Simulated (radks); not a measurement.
# Ga⁴⁺ in [Ar] 3d8 4d1: an all-electron calculation

The task here is to estimate one member of a computed series from the others.

The numbers are computed with radks (a radial shooting solver on a logarithmic mesh, Libxc functionals) version 1 (Dirac Kohn-Sham, PBE, spin-unpolarised, spherical densities, finite nucleus; open shells fill j = l - 1/2 first), except any that are marked as measured or tabulated.

### The system

| Property | Result |
| --- | --- |
| element | gallium (Z = 31) |
| charge | +4 |
| electrons | 27 |
| configuration | [Ar] 3d8 4d1 |
| nuclear rms radius | 3.9973 fm |

Set-up of the first run:

The run's settings:

```text
Z 31
configuration [Ar] 3d8 4d1 4s0 4p0 4f0 5d0
relativity Dirac
functional pbe,pbe
spin unpolarised
j_filling energy
nucleus finite rms 3.9973 fm
c 137.035999084
```

On the command line:

```sh
$ python run_ks.py task.json out
```

The same process makes all the runs of this session.

One table of the session follows, with a row left open; its other results are not shown here.

It belongs to the step «Radial structure». From the orbitals of this run (lengths in bohr):

| level | <r> | outermost maximum (interpolated) | 90 % within | nodes |
| --- | --- | --- | --- | --- |
| 1s1/2 | 0.04860 | 0.0318 | 0.0869 | 0 |
| 2s1/2 | 0.2176 | 0.183 | 0.337 | 1 |
| 2p1/2 | 0.1883 | 0.144 | 0.308 | 0 |
| 2p3/2 | 0.1918 | 0.147 | 0.313 | 0 |
| 3s1/2 | 0.6414 | 0.561 | 0.956 | 2 |
| 3p1/2 | 0.6551 | 0.557 | 1.00 | 1 |
| 3p3/2 | 0.6647 | 0.565 | 1.02 | 1 |
| 3d3/2 | 0.7100 | 0.516 | 1.17 | 0 |
| 3d5/2 | 0.7136 | 0.519 | 1.18 | 0 |
| 4s1/2 | 1.742 | 1.56 | 2.53 | 3 |
| 4p1/2 | 1.945 | 1.73 | 2.84 | 2 |
| 4p3/2 | ? | ? | ? | ? |
| 4d3/2 | 2.542 | 2.29 | 3.75 | 1 |
| 4d5/2 | 2.548 | 2.30 | 3.75 | 1 |
| 4f5/2 | 3.495 | 3.08 | 5.12 | 0 |
| 4f7/2 | 3.495 | 3.08 | 5.12 | 0 |
| 5d3/2 | 4.891 | 4.94 | 6.97 | 2 |
| 5d5/2 | 4.898 | 4.95 | 6.98 | 2 |

Estimate the missing values for 4p3/2.

As computed: <r>: 1.965; outermost maximum (interpolated): 1.75; 90 % within: 2.87; nodes: 2. In the column «<r>» it lies between 4p1/2 (1.945) and 4d3/2 (2.542).
